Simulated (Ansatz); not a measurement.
**C6H17FO2SiSn: a ladder of functionals and wavefunction methods**

Aim: compute C6H17FO2SiSn with functionals from several rungs and with coupled cluster. The yardstick is the atomisation energy at the CCSD(T) limit.

Computed with Ansatz 0.2.0, Gaussian basis. Level: functionals in def2-TZVPP, the program's frozen cores in correlated methods.

Levels to be run: LDA (SPW92), PBE-D4, revPBE-D4, BLYP-D4, r2SCAN-D4, B97M-V, PBE0-D4, B3LYP-D4, r2SCANh-D4, r2SCAN0-D4, HSE06-D4, BHLYP-D4, CAM-B3LYP-D4, LC-ωPBE, ωB97X-V, ωB97M-V, B2PLYP, PBE-QIDH; CCSD(T)/def2-SVP; CCSD(T)/def2-TZVPP; MP2/def2-QZVPP; extrapolation to the limit; RPA on PBE.

1 further run of the same task is left out (for a known fault of the program).

## (1) The geometry

The geometry comes from an earlier relaxation with PBE0-D4 in a triple-zeta def2 set; it is a stationary point, not always the lowest conformer. Sn takes the def2 core potential; no spin-orbit term is included.

SMILES `C[O][Sn]([F])([CH2][Si](C)(C)C)[O]C`, 28 atoms, charge 0, spin multiplicity 1.

Atoms are counted from 1 here; the program's logs count them from 0.

Bond lengths: C1–O2 1.410 Å, C1–H12 1.094 Å, C1–H13 1.096 Å, C1–H14 1.097 Å, O2–Sn3 1.950 Å, Sn3–F4 1.928 Å, Sn3–C5 2.100 Å, Sn3–O10 1.950 Å, C5–Si6 1.892 Å, C5–H15 1.093 Å, C5–H16 1.093 Å, Si6–C7 1.869 Å, Si6–C8 1.869 Å, Si6–C9 1.873 Å, C7–H17 1.093 Å, C7–H18 1.093 Å, C7–H19 1.094 Å, C8–H20 1.094 Å and more. Angles: O2–C1–H12 108.0°, O2–C1–H13 112.5°, O2–C1–H14 111.8°, H12–C1–H13 108.0°, H12–C1–H14 107.9°, H13–C1–H14 108.4°, C1–O2–Sn3 121.8°, O2–Sn3–F4 103.2°, O2–Sn3–C5 112.0°, O2–Sn3–O10 110.4°, F4–Sn3–C5 115.3°, F4–Sn3–O10 102.9°, C5–Sn3–O10 112.3°, Sn3–C5–Si6 113.7°, Sn3–C5–H15 106.0°, Sn3–C5–H16 106.2°, Si6–C5–H15 111.2°, Si6–C5–H16 111.3° and more.

## (2) LDA

This LDA is Slater exchange with PW92 correlation.

Contents of in.yaml:

```yaml
crystal:
  periodic: [false, false, false]
  atoms:
    - {symbol: C, position_ang: [-0.633073, -1.360453, -3.335491]}
    - {symbol: O, position_ang: [-0.859911, -0.947596, -2.006660]}
    - {symbol: Sn, position_ang: [0.384806, -1.380405, -0.569973]}
    - {symbol: F, position_ang: [0.804401, -3.233234, -0.896372]}
    - {symbol: C, position_ang: [-0.421502, -0.962627, 1.323167]}
    - {symbol: Si, position_ang: [-0.740951, 0.877682, 1.623311]}
    - {symbol: C, position_ang: [-1.943062, 1.491859, 0.330178]}
    - {symbol: C, position_ang: [0.886262, 1.790530, 1.516219]}
    - {symbol: C, position_ang: [-1.479156, 1.058191, 3.334725]}
    - {symbol: O, position_ang: [2.095178, -0.489544, -0.859719]}
    - {symbol: C, position_ang: [2.950734, -0.848991, -1.921384]}
    - {symbol: H, position_ang: [-1.563028, -1.226584, -3.895230]}
    - {symbol: H, position_ang: [-0.344798, -2.415582, -3.403395]}
    - {symbol: H, position_ang: [0.143617, -0.757298, -3.821740]}
    - {symbol: H, position_ang: [-1.346500, -1.541480, 1.391853]}
    - {symbol: H, position_ang: [0.285557, -1.366972, 2.052465]}
    - {symbol: H, position_ang: [-2.123474, 2.563403, 0.451781]}
    - {symbol: H, position_ang: [-2.905462, 0.979859, 0.415127]}
    - {symbol: H, position_ang: [-1.573707, 1.323206, -0.685155]}
    - {symbol: H, position_ang: [1.382359, 1.625492, 0.555754]}
    - {symbol: H, position_ang: [1.573119, 1.459759, 2.300156]}
    - {symbol: H, position_ang: [0.732531, 2.865946, 1.640282]}
    - {symbol: H, position_ang: [-1.682446, 2.109290, 3.558038]}
    - {symbol: H, position_ang: [-2.421580, 0.511099, 3.420679]}
    - {symbol: H, position_ang: [-0.798860, 0.680248, 4.102344]}
    - {symbol: H, position_ang: [3.068762, -1.934310, -2.015573]}
    - {symbol: H, position_ang: [3.935572, -0.416287, -1.724053]}
    - {symbol: H, position_ang: [2.594623, -0.455180, -2.881344]}
basis:
  gaussian: {orbitals: def2-TZVPP}
hamiltonian: {xc: lda}
output: {orbitals: {seedname: orbitals}}
```

Command:

```
$ ansatz run in.yaml --threads 11 --pin off --events-out ev --progress --plain --max-ram 166912MiB --backend cuda --devices 0, --max-vram 75GiB
```

After this run come: PBE-D4 (GGA); revPBE-D4 (GGA); BLYP-D4 (GGA); r2SCAN-D4 (meta-GGA); B97M-V (meta-GGA); B3LYP-D4 (hybrid); r2SCANh-D4 (hybrid); r2SCAN0-D4 (hybrid); HSE06-D4 (hybrid); BHLYP-D4 (hybrid); CAM-B3LYP-D4 (range-separated); LC-ωPBE (range-separated); ωB97X-V (range-separated); ωB97M-V (range-separated); B2PLYP (double hybrid); PBE-QIDH (double hybrid); CCSD(T) in def2-SVP; CCSD(T) in def2-TZVPP; MP2 in def2-QZVPP; RPA on PBE orbitals.

**Question.** What will the summary of the whole plan be? Wanted: atomisation energy, CCSD(T)/CBS; farthest beyond LDA; mean size of error, GGA; mean size of error, meta-GGA; mean size of error, hybrid; mean size of error, range-separated; mean size of error, double hybrid; gap, smallest and largest; T1 diagnostic.

The runs gave:

```
                               quantity                                                                                                         value
        atomisation energy, CCSD(T)/CBS                                                                                                    110.720 eV
    functionals within 1.107 eV (1.0 %)  BLYP-D4, r2SCAN-D4, B97M-V, PBE0-D4, B3LYP-D4, r2SCANh-D4, HSE06-D4, CAM-B3LYP-D4, LC-ωPBE, ωB97X-V, ωB97M-V
                    farthest beyond LDA                                                                                          BHLYP-D4 (-3.433 eV)
                mean size of error, GGA                                                                                                      1.157 eV
           mean size of error, meta-GGA                                                                                                      0.133 eV
             mean size of error, hybrid                                                                                                      1.220 eV
    mean size of error, range-separated                                                                                                      0.270 eV
      mean size of error, double hybrid                                                                                                      1.443 eV
              gap, smallest and largest                                                                     4.10 eV (LDA (SPW92)), 11.95 eV (LC-ωPBE)
                          T1 diagnostic                                                                                                        0.0127
triples share of the correlation energy                                                                                                         3.6 %
```

**Reading.** LDA overbinds by 14.772 eV (13 %). PBE-D4 is off by +1.328 eV. Double hybrids carry the basis error of their MP2 part in triple zeta, and no dispersion term here, so their miss is partly the set-up's. The rungs meta-GGA, range-separated miss on average by less than the doubt on the reference (1.107 eV), so they tie. Misses under about 1.107 eV are within the doubt on the reference itself, which lacks core-valence correlation, spin-orbit coupling and higher excitations, and its outer-core shells are covered unevenly. All levels share the lack of spin-orbit coupling, which lowers the free heavy atoms and so the true binding. Hartree-Fock recovers 73 % of the binding; the rest is correlation. CCSD(T) in def2-SVP is off by -6.243 eV, so the small basis spoils what the method gains. The gap grows from 4.1 to 12.0 eV across the functionals, mostly with the share of exact exchange. Correlated methods include outer-core shells of Sn, which these sets cover unevenly.
